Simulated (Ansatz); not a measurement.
# AlBrH2SSi: how energies converge with the basis set

One table from this session's results is given with a row withheld; the runs are named, their logs left out.

Method: one geometry, several basis sets; program: Ansatz 0.2.0, Gaussian basis.

The runs, in order: PBE0-D4/def2-SVP; ωB97M-V/def2-SVP; PBE0-D4/def2-QZVPP; ωB97M-V/def2-QZVPP; the functionals' def2-TZVPP values are taken from earlier runs.

## The relaxed structure

The geometry comes from an earlier relaxation with PBE0-D4 in a triple-zeta def2 set; it is a stationary point.

SMILES `[Br][Al]1[SiH2][S]1`, 6 atoms, charge 0, spin multiplicity 1.

Atoms are counted from 1 here; the program's logs count them from 0.

Bond lengths: Br1–Al2 2.231 Å, Al2–Si3 2.307 Å, Al2–S4 2.161 Å, Si3–S4 2.211 Å, Si3–H5 1.486 Å, Si3–H6 1.486 Å. Angles: Br1–Al2–Si3 164.5°, Br1–Al2–S4 136.3°, Si3–Al2–S4 59.2°, Al2–Si3–S4 57.1°, Al2–Si3–H5 124.9°, Al2–Si3–H6 125.0°, S4–Si3–H5 112.8°, S4–Si3–H6 112.9°, H5–Si3–H6 109.1°, Al2–S4–Si3 63.7°.

Set-up of the first run:

Input file in.yaml:

```yaml
crystal:
  periodic: [false, false, false]
  atoms:
    - {symbol: Br, position_ang: [0.156763, -3.320549, 1.109549]}
    - {symbol: Al, position_ang: [-0.020366, -1.240415, 0.323262]}
    - {symbol: Si, position_ang: [0.241335, 1.017908, -0.068206]}
    - {symbol: S, position_ang: [-1.204316, -0.234422, -1.178329]}
    - {symbol: H, position_ang: [1.281014, 1.614440, -0.945846]}
    - {symbol: H, position_ang: [-0.412332, 2.099036, 0.713372]}
basis:
  gaussian: {orbitals: def2-SVP}
hamiltonian: {xc: pbe0, dispersion: d4}
output: {orbitals: {seedname: orbitals}}
```

Command:

```console
$ ansatz run in.yaml --threads 2 --pin off --events-out ev --progress --plain --max-ram 4352MiB
```

Steps of the session up to this table: PBE0-D4 in def2-SVP; ωB97M-V in def2-SVP; PBE0-D4 in def2-QZVPP; ωB97M-V in def2-QZVPP.

One of the session's tables, all rows but one given; the rest of the session is left out.

It belongs to the step «Density functionals: the series». 

```
functional       basis  HOMO (eV)  LUMO (eV)
   PBE0-D4    def2-SVP      -6.88      -1.68
   PBE0-D4  def2-TZVPP          ?          ?
   PBE0-D4  def2-QZVPP      -6.87      -1.80
   ωB97M-V    def2-SVP      -8.76       0.09
   ωB97M-V  def2-TZVPP      -8.78      -0.06
   ωB97M-V  def2-QZVPP      -8.80      -0.17
```

**Question.** Estimate the row for PBE0-D4, def2-TZVPP.

As computed: HOMO (eV): -6.86; LUMO (eV): -1.76. In the column «HOMO (eV)» it is the highest.
